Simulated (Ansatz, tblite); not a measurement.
**Si20H28 off sphere (Si20H27+): a ladder of methods and basis sets**

Aim: run the singlet of Si20H28 off sphere (Si20H27+) at one geometry on many levels, and compare frontier levels, spin and run time.

Program: Ansatz 0.2.0, Gaussian basis. Level of theory: as each input shows. These are calculated values, not measurements.

The runs, in order: GFN1-xTB, GFN2-xTB, PBE-D4/def2-SVP, r2SCAN-D4/def2-SVP, PBE-QIDH/def2-SVP, B97M-V/def2-SVP, r2SCANh-D4/def2-SVP, PBE0-D4/def2-TZVP, PBE-D4/def2-TZVP, MP2/def2-SVP, RPA/def2-SVP.

## 1. The relaxed structure

The geometry is that of the singlet, from an earlier relaxation (PBE-D4/def2-SVP).

47 atoms, charge 1, spin multiplicity 1.

Bond lengths: Si1–Si12 2.355 Å, Si1–Si13 2.356 Å, Si1–H21 1.506 Å, Si1–H22 1.505 Å, Si2–Si11 2.356 Å, Si2–Si15 2.357 Å, Si2–H23 1.506 Å, Si2–H24 1.504 Å, Si3–Si14 2.369 Å, Si3–Si16 2.340 Å, Si3–H25 1.507 Å, Si3–H26 1.501 Å, Si4–Si12 2.355 Å, Si4–Si17 2.358 Å, Si4–Si18 2.354 Å, Si4–H27 1.509 Å, Si5–Si14 2.358 Å, Si5–Si17 2.360 Å and more. Angles: Si12–Si1–Si13 111.3°, Si12–Si1–H21 109.6°, Si12–Si1–H22 108.8°, Si13–Si1–H21 108.7°, Si13–Si1–H22 108.9°, H21–Si1–H22 109.4°, Si11–Si2–Si15 113.5°, Si11–Si2–H23 109.4°, Si11–Si2–H24 110.0°, Si15–Si2–H23 107.1°, Si15–Si2–H24 107.7°, H23–Si2–H24 109.0°, Si14–Si3–Si16 101.2°, Si14–Si3–H25 111.5°, Si14–Si3–H26 114.6°, Si16–Si3–H25 105.4°, Si16–Si3–H26 112.0°, H25–Si3–H26 111.3° and more.

The ion is computed in the gas phase, without counter-ions or solvent.

PBE0-D4/def2-SVP was run before; its log isn't repeated, and its numbers join the tables.

## 2. GFN1-xTB

Tight binding, by tblite at 300 K electronic temperature and without a spin-polarisation term:

```python
tblite.interface.Calculator('GFN1-xTB', numbers, positions, charge=1, uhf=0).singlepoint()
```

Energy -1384.8844 eV, HOMO -13.64 eV, LUMO -12.45 eV; 0.32 s.

## 3. GFN2-xTB

Tight binding, by tblite at 300 K electronic temperature and without a spin-polarisation term:

```python
tblite.interface.Calculator('GFN2-xTB', numbers, positions, charge=1, uhf=0).singlepoint()
```

Energy -1296.3470 eV, HOMO -11.44 eV, LUMO -10.32 eV; 0.49 s.

## 4. PBE-D4/def2-SVP

start.molden holds the orbitals of an earlier run on this state, given as this run's starting guess.

in.yaml reads:

```yaml
crystal:
  periodic: [false, false, false]
  atoms:
    - {symbol: Si, position_ang: [-3.775307, 1.866203, -0.179081]}
    - {symbol: Si, position_ang: [-1.305541, -3.249045, 2.801601]}
    - {symbol: Si, position_ang: [1.698755, -3.426604, -0.334175]}
    - {symbol: Si, position_ang: [-0.998109, 2.020403, -2.955845]}
    - {symbol: Si, position_ang: [1.669798, -0.731692, -3.017814]}
    - {symbol: Si, position_ang: [-1.052577, -0.819919, -0.313266]}
    - {symbol: Si, position_ang: [-0.950149, 1.667629, 2.539013]}
    - {symbol: Si, position_ang: [1.620165, -0.695872, 2.691740]}
    - {symbol: Si, position_ang: [1.731767, 1.994889, -0.281081]}
    - {symbol: Si, position_ang: [4.360863, -0.638065, -0.188699]}
    - {symbol: Si, position_ang: [-2.455117, -1.986701, 1.178643]}
    - {symbol: Si, position_ang: [-2.364857, 0.646726, -1.618248]}
    - {symbol: Si, position_ang: [-2.533314, 3.037058, 1.444316]}
    - {symbol: Si, position_ang: [0.282603, -2.130412, -1.722062]}
    - {symbol: Si, position_ang: [0.215214, -1.979538, 4.078421]}
    - {symbol: Si, position_ang: [2.682996, -1.766148, 0.987792]}
    - {symbol: Si, position_ang: [0.311291, 0.653586, -4.362033]}
    - {symbol: Si, position_ang: [0.441953, 3.381639, -1.684894]}
    - {symbol: Si, position_ang: [3.045326, 0.642862, -1.683692]}
    - {symbol: Si, position_ang: [0.400552, 0.506808, 0.960527]}
    - {symbol: H, position_ang: [-4.580673, 2.855603, -0.978610]}
    - {symbol: H, position_ang: [-4.705922, 0.908636, 0.515376]}
    - {symbol: H, position_ang: [-2.297871, -3.849897, 3.762068]}
    - {symbol: H, position_ang: [-0.533059, -4.357361, 2.140313]}
    - {symbol: H, position_ang: [2.831143, -4.038425, -1.117261]}
    - {symbol: H, position_ang: [0.989532, -4.457981, 0.494257]}
    - {symbol: H, position_ang: [-1.886839, 2.904032, -3.795463]}
    - {symbol: H, position_ang: [2.566608, -1.608459, -3.856887]}
    - {symbol: H, position_ang: [-1.644439, 0.615072, 3.362411]}
    - {symbol: H, position_ang: [-0.029471, 2.452385, 3.437046]}
    - {symbol: H, position_ang: [2.540778, 0.305892, 3.336058]}
    - {symbol: H, position_ang: [2.605679, 2.763667, 0.678235]}
    - {symbol: H, position_ang: [5.200198, -1.681887, -0.875732]}
    - {symbol: H, position_ang: [5.177022, 0.214932, 0.741027]}
    - {symbol: H, position_ang: [-3.363636, -2.886956, 0.383434]}
    - {symbol: H, position_ang: [-3.290235, -0.950111, 1.882979]}
    - {symbol: H, position_ang: [-3.199689, -0.225030, -2.525982]}
    - {symbol: H, position_ang: [-3.442622, 3.567853, 2.523098]}
    - {symbol: H, position_ang: [-1.786504, 4.181920, 0.818892]}
    - {symbol: H, position_ang: [-0.523447, -3.041011, -2.614914]}
    - {symbol: H, position_ang: [1.132262, -2.867682, 4.875973]}
    - {symbol: H, position_ang: [-0.481870, -1.020628, 5.002034]}
    - {symbol: H, position_ang: [-0.573635, -0.213878, -5.217532]}
    - {symbol: H, position_ang: [1.198660, 1.500539, -5.235871]}
    - {symbol: H, position_ang: [1.418477, 4.065568, -2.606405]}
    - {symbol: H, position_ang: [-0.302944, 4.419235, -0.893318]}
    - {symbol: H, position_ang: [3.956207, 1.450126, -2.576401]}
basis:
  gaussian: {orbitals: def2-SVP, fitting: {mean_field: def2-universal-jkfit}, initial_orbitals: start.molden}
total_charge: 1
hamiltonian: {xc: pbe, dispersion: d4}
scf: {omitted_lower_state_checks: [starts]}
output: {forces: true, orbitals: {seedname: orbitals}}
```

Started as:

```
> ansatz run in.yaml --threads 2 --pin off --events-out ev --progress --plain --max-ram 32768MiB --backend cuda --devices 0, --max-vram 18GiB
```

After this run come: r2SCAN-D4/def2-SVP; PBE-QIDH/def2-SVP; B97M-V/def2-SVP; r2SCANh-D4/def2-SVP; PBE0-D4/def2-TZVP; PBE-D4/def2-TZVP; MP2/def2-SVP; RPA/def2-SVP.

Before running them: what should the planned runs give, taken together? Wanted: gap in def2-SVP, named functionals, smallest and largest; correlation energy, MP2/def2-SVP; PBE0 total energy, smallest basis above largest.

The runs gave:

| quantity | value |
| --- | --- |
| gap in def2-SVP, named functionals, smallest and largest | 1.81 eV (PBE-D4), 3.19 eV (PBE0-D4) |
| correlation energy, MP2/def2-SVP | -52.90 eV |
| PBE0 total energy, smallest basis above largest | 53.78 eV (def2-SVP, def2-TZVP) |

What this shows: Orbital gaps of the named functionals in def2-SVP span 1.81 eV (PBE-D4) to 3.19 eV (PBE0-D4); exact exchange widens it.
